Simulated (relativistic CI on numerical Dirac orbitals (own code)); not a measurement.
**Fe⁷⁺ (3d) in crystal fields: levels and magnetism**

How does a crystal field split the 3d shell of Fe⁷⁺, and what follows for the ground state and χT? 6 fields tried.

Method: Dirac-Coulomb-Breit CI, KLI orbitals optimised for each configuration, model QED (radiative potential, 1s self-energy scaled to tabulated hydrogen-like ionisation energies), valence Slater integrals scaled by 0.65, one configuration in a parametric crystal field. Code: relativistic CI on numerical Dirac orbitals (own code) version 1.

**1. What is computed**

```
ion            : Fe⁷⁺ (Fe VIII)
nuclear charge : 26
electrons      : 19
open shell     : 3d
Slater scale   : 0.65
field 1 (cm⁻¹) : D3d, 10Dq = 25550, Dsigma = 110, Dtau = -170
field 2 (cm⁻¹) : D3d, 10Dq = 25550, Dsigma = 330, Dtau = -170
field 3 (cm⁻¹) : D3d, 10Dq = 25550, Dsigma = 550, Dtau = -170
field 4 (cm⁻¹) : D3d, 10Dq = 25550, Dsigma = 760, Dtau = -170
field 5 (cm⁻¹) : D3d, 10Dq = 25550, Dsigma = 980, Dtau = -170
field 6 (cm⁻¹) : D3d, 10Dq = 25550, Dsigma = 1200, Dtau = -170
```

Outer shells as boxes (Hund's rule):

[Ar] 3d1
```
[Ar] core
3d [↑ ][  ][  ][  ][  ]
```

**2. Field 1: D3d, 10Dq = 25550, Dsigma = 110, Dtau = -170**

Settings, as recorded:

```ini
atom Fe  Z=26  charge=7  electrons=19
nucleus A=56  rms_radius_fm=3.7377
hamiltonian dirac-coulomb  breit=on  qed=on  c_scale=1
orbitals kli  potential=per-configuration
slater_scale 0.65
correlation none
mixing on
configurations
  [Ar] 3d
end
crystal_field D3d 10Dq=25550 Dsigma=110 Dtau=-170
```

**3. Field 2: D3d, 10Dq = 25550, Dsigma = 330, Dtau = -170**

The settings differ from step 2 so:

```diff
@@ -10,2 +10,2 @@
 end
-crystal_field D3d 10Dq=25550 Dsigma=110 Dtau=-170
+crystal_field D3d 10Dq=25550 Dsigma=330 Dtau=-170
```

**4. Field 3: D3d, 10Dq = 25550, Dsigma = 550, Dtau = -170**

The settings differ from step 3 so:

```diff
@@ -10,2 +10,2 @@
 end
-crystal_field D3d 10Dq=25550 Dsigma=330 Dtau=-170
+crystal_field D3d 10Dq=25550 Dsigma=550 Dtau=-170
```

**5. Field 4: D3d, 10Dq = 25550, Dsigma = 760, Dtau = -170**

The settings differ from step 4 so:

```diff
@@ -10,2 +10,2 @@
 end
-crystal_field D3d 10Dq=25550 Dsigma=550 Dtau=-170
+crystal_field D3d 10Dq=25550 Dsigma=760 Dtau=-170
```

**6. Field 5: D3d, 10Dq = 25550, Dsigma = 980, Dtau = -170**

The settings differ from step 5 so:

```diff
@@ -10,2 +10,2 @@
 end
-crystal_field D3d 10Dq=25550 Dsigma=760 Dtau=-170
+crystal_field D3d 10Dq=25550 Dsigma=980 Dtau=-170
```

**7. Field 6: D3d, 10Dq = 25550, Dsigma = 1200, Dtau = -170**

The settings differ from step 6 so:

```diff
@@ -10,2 +10,2 @@
 end
-crystal_field D3d 10Dq=25550 Dsigma=980 Dtau=-170
+crystal_field D3d 10Dq=25550 Dsigma=1200 Dtau=-170
```

(Steps that only read results are left out.)

Before running it: what results should come out? Wanted: ground spin; most axial ground doublet.

As calculated:

| field | ground state | degeneracy | S | J | first gap (cm⁻¹) | stabilisation (cm⁻¹) | χT at 2 K | χT at 300 K |
| --- | --- | --- | --- | --- | --- | --- | --- | --- |
| 1: D3d | G56 | 2 | 0.50 | 1.93 | 341 | -9527 | 0.002 | 0.160 |
| 2: D3d | G56 | 2 | 0.50 | 1.93 | 36 | -9313 | 0.002 | 0.148 |
| 3: D3d | G4 | 2 | 0.50 | 1.91 | 427 | -9532 | 0.028 | 0.149 |
| 4: D3d | G4 | 2 | 0.50 | 1.94 | 950 | -9866 | 0.092 | 0.185 |
| 5: D3d | G4 | 2 | 0.50 | 1.98 | 1533 | -10257 | 0.147 | 0.218 |
| 6: D3d | G4 | 2 | 0.50 | 2.00 | 2126 | -10667 | 0.184 | 0.243 |

χT is in cm³ K/mol; stabilisation counts from the free ion's lowest level; S and J come from the expectation values of their squares.

| quantity | value |
| --- | --- |
| ground spin (effective S from ⟨S²⟩) | 1: 0.50, 2: 0.50, 3: 0.50, 4: 0.50, 5: 0.50, 6: 0.50 |
| χT at 300 K | 0.15 to 0.24 cm³ K/mol |
| most axial ground doublet | field 4, g = 0.68, 0.68, 1.41 |

**Reading.** All fields leave the ground state at S = 1/2. The field is a set of parameters, without covalency or charge transfer.
